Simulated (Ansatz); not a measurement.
# CH₃BFI: up Jacob's ladder to CCSD(T)

The task here is to estimate one member of a computed series from the others.

Method: functionals in def2-TZVPP, the program's frozen cores in correlated methods; program: Ansatz 0.2.0, Gaussian basis.

The runs, in order: LDA (SPW92), PBE-D4, revPBE-D4, BLYP-D4, r2SCAN-D4, B97M-V, PBE0-D4, B3LYP-D4, r2SCANh-D4, r2SCAN0-D4, HSE06-D4, BHLYP-D4, CAM-B3LYP-D4, LC-ωPBE, ωB97X-V, ωB97M-V, B2PLYP, PBE-QIDH; CCSD(T)/def2-SVP; CCSD(T)/def2-TZVPP; MP2/def2-QZVPP; extrapolation to the limit; RPA on PBE.

1 further run of the same task is left out (for a known fault of the program).

### The relaxed structure

All runs share one geometry, relaxed beforehand with PBE0-D4 in a triple-zeta def2 set. I takes the def2 core potential; no spin-orbit term is included.

SMILES `FCBI`, 7 atoms, charge 0, spin multiplicity 1.

Atoms are counted from 1 here; the program's logs count them from 0.

Bond lengths: F1–C2 1.379 Å, C2–B3 1.553 Å, C2–H5 1.101 Å, C2–H6 1.101 Å, B3–I4 2.099 Å, B3–H7 1.191 Å. Angles: F1–C2–B3 116.6°, F1–C2–H5 108.5°, F1–C2–H6 108.5°, B3–C2–H5 108.6°, B3–C2–H6 108.6°, H5–C2–H6 105.5°, C2–B3–I4 122.4°, C2–B3–H7 119.6°, I4–B3–H7 118.0°.

Set-up of the first run:

File in.yaml:

```yaml
crystal:
  periodic: [false, false, false]
  atoms:
    - {symbol: F, position_ang: [-0.289341, -1.631555, -0.564515]}
    - {symbol: C, position_ang: [-0.150924, -0.264312, -0.673553]}
    - {symbol: B, position_ang: [0.192903, 0.504957, 0.630657]}
    - {symbol: I, position_ang: [0.439388, -0.464991, 2.475994]}
    - {symbol: H, position_ang: [0.626815, -0.050063, -1.422922]}
    - {symbol: H, position_ang: [-1.082325, 0.149504, -1.090164]}
    - {symbol: H, position_ang: [0.324786, 1.688359, 0.598802]}
basis:
  gaussian: {orbitals: def2-TZVPP}
hamiltonian: {xc: lda}
output: {orbitals: {seedname: orbitals}}
```

Started as:

```sh
$ ansatz run in.yaml --threads 2 --pin off --events-out ev --progress --plain --max-ram 4352MiB
```

Among the steps run: LDA; PBE-D4 (GGA); revPBE-D4 (GGA); BLYP-D4 (GGA); r2SCAN-D4 (meta-GGA); B97M-V (meta-GGA); B3LYP-D4 (hybrid); r2SCANh-D4 (hybrid); r2SCAN0-D4 (hybrid); HSE06-D4 (hybrid); BHLYP-D4 (hybrid); CAM-B3LYP-D4 (range-separated); LC-ωPBE (range-separated); ωB97X-V (range-separated); ωB97M-V (range-separated); B2PLYP (double hybrid); PBE-QIDH (double hybrid).

One of the session's tables, all rows but one given; the rest of the session is left out.

It belongs to the step «Frontier levels by functional». 

| functional | HOMO (eV) | LUMO (eV) | gap (eV) |
| --- | --- | --- | --- |
| LDA (SPW92) | -6.57 | -3.04 | 3.53 |
| PBE-D4 | ? | ? | ? |
| revPBE-D4 | -6.37 | -2.70 | 3.67 |
| BLYP-D4 | -6.26 | -2.63 | 3.63 |
| r2SCAN-D4 | -6.69 | -2.51 | 4.18 |
| B97M-V | -6.70 | -2.47 | 4.23 |
| PBE0-D4 | -7.57 | -1.90 | 5.66 |
| B3LYP-D4 | -7.33 | -2.08 | 5.25 |
| r2SCANh-D4 | -7.11 | -2.20 | 4.91 |
| r2SCAN0-D4 | -7.74 | -1.73 | 6.01 |
| HSE06-D4 | -7.17 | -2.29 | 4.89 |
| BHLYP-D4 | -8.54 | -0.87 | 7.67 |
| CAM-B3LYP-D4 | -8.83 | -0.79 | 8.04 |
| LC-ωPBE | -10.17 | 0.31 | 10.48 |
| ωB97X-V | -9.83 | 0.26 | 10.09 |
| ωB97M-V | -9.72 | 0.06 | 9.78 |

Estimate the missing values for PBE-D4.

**Answer.** HOMO (eV): -6.42; LUMO (eV): -2.80; gap (eV): 3.63. In the column «HOMO (eV)» it lies between LDA (SPW92) (-6.57) and revPBE-D4 (-6.37).
